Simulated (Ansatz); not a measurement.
Task: vertical and adiabatic energies of changing the electron count of CH4SeTe, SMILES [SeH]C[TeH], with Ansatz's Python interface. Give the script and its output. Level of theory (for the species named): PBE, def2-SVP basis, multiplicity 1.

```
atom    x (Å)    y (Å)    z (Å)
  Se  -1.7290  -0.6865   0.6550
   C  -0.0954   0.2841   0.3676
  Te   1.2475  -0.9983  -0.6717
   H  -1.9476  -0.6987  -0.8762
   H  -0.2632   1.1944  -0.2528
   H   0.3366   0.5862   1.3504
   H   2.5123   0.2507  -0.6179
```

`run_adiabatic.py`
```python
"""How CH4SeTe relaxes after losing an electron."""

import itertools

import ansatz as az
from ase.data import atomic_numbers, covalent_radii
import numpy as np

BASIS_SET = "def2-SVP"
XC = "PBE"
NET_CHARGE = 1

GEOMETRY = """
Se   -1.72900   -0.68650    0.65500
C    -0.09540    0.28410    0.36760
Te    1.24750   -0.99830   -0.67170
H    -1.94760   -0.69870   -0.87620
H    -0.26320    1.19440   -0.25280
H     0.33660    0.58620    1.35040
H     2.51230    0.25070   -0.61790
"""

ch4sete = az.Crystal.molecule()
for line in GEOMETRY.strip().splitlines():
    symbol, *xyz = line.split()
    ch4sete = ch4sete.atom(symbol, [float(v) for v in xyz])

job = (
    ch4sete.calculation()
    .basis(gaussian=BASIS_SET)  # atom-centred Gaussian functions
    .functional(XC)
)
symbols = [site.symbol for site in ch4sete.cartesian_sites]
start = np.array([site.position_ang for site in ch4sete.cartesian_sites], dtype=float)
report = job.relax(force_tolerance=0.01, max_steps=100).run(threads=1).report
end = np.array(report["positions_ang"])

minimum = az.Crystal.molecule()
for symbol, place in zip(symbols, end):
    minimum = minimum.atom(symbol, place.tolist())
ion = (
    minimum.calculation()
    .basis(gaussian=BASIS_SET)  # the orbital basis, by name
    .functional(XC)
    .charge(NET_CHARGE)  # electrons removed from the neutral system
    .spin("collinear", total=1)
)
vertical = ion.run(threads=1).report
settled = ion.relax(force_tolerance=0.01, max_steps=80).run(threads=1).report
print(f"vertical ionisation energy   {vertical['free_energy_ev'] - report['free_energy_ev']:.3f} eV")
print(f"adiabatic, no zero point     {settled['free_energy_ev'] - report['free_energy_ev']:.3f} eV")
print(f"relaxation energy of the ion {vertical['free_energy_ev'] - settled['free_energy_ev']:.3f} eV")
ionised = np.array(settled["positions_ang"])
# pairs closer than 1.2 times the sum of covalent radii, before or after
radius = [covalent_radii[atomic_numbers[s]] for s in symbols]
span = lambda where, i, j: np.linalg.norm(where[i] - where[j])
bonded = [(i, j) for i, j in itertools.combinations(range(len(symbols)), 2) if min(span(end, i, j), span(ionised, i, j)) < 1.2 * (radius[i] + radius[j])]
print("pair        before    after (A)")
for i, j in bonded:
    print(f"{symbols[i]}{i}-{symbols[j]}{j}".ljust(10), f"{span(end, i, j):8.4f} {span(ionised, i, j):8.4f}")
for first, second in list(itertools.combinations(bonded, 2)):
    shared = set(first) & set(second)
    if shared and symbols[(j := shared.pop())] != "H":
        i, k = sorted((set(first) | set(second)) - {j})
        u, v = ionised[i] - ionised[j], ionised[k] - ionised[j]
        angle = np.degrees(np.arccos(np.clip(u @ v / np.linalg.norm(u) / np.linalg.norm(v), -1, 1)))
        print(f"final angle {symbols[i]}{i}-{symbols[j]}{j}-{symbols[k]}{k}: {angle:.2f} deg")
```

Output of `python run_adiabatic.py`:
```text
vertical ionisation energy   7.957 eV
adiabatic, no zero point     7.592 eV
relaxation energy of the ion 0.365 eV
pair        before    after (A)
Se0-C1       1.9586   1.9577
Se0-H3       1.4869   1.4912
C1-Te2       2.1965   2.1849
C1-H4        1.1043   1.1044
C1-H5        1.1055   1.1061
Te2-H6       1.6897   1.6855
final angle C1-Se0-H3: 94.86 deg
final angle Se0-C1-Te2: 100.10 deg
final angle Se0-C1-H4: 114.43 deg
final angle Se0-C1-H5: 108.71 deg
final angle Te2-C1-H4: 113.20 deg
final angle Te2-C1-H5: 108.51 deg
final angle C1-Te2-H6: 91.73 deg
final angle H4-C1-H5: 111.22 deg
```

Notes:
- The energies are electronic: no zero-point or thermal terms, and the basis set is short of its limit. The product may relax into another structure. The relaxation finds the nearest minimum, so the adiabatic value is an upper bound.
- def2 sets replace the cores of elements past krypton by effective core potentials.
- The whole script took 66 s on 1 thread of Intel(R) Xeon(R) 6975P-C (Granite Rapids), on a shared host, peak memory 0.3 GiB.

(Lines on the test bed's own set-up are left out of the output.)
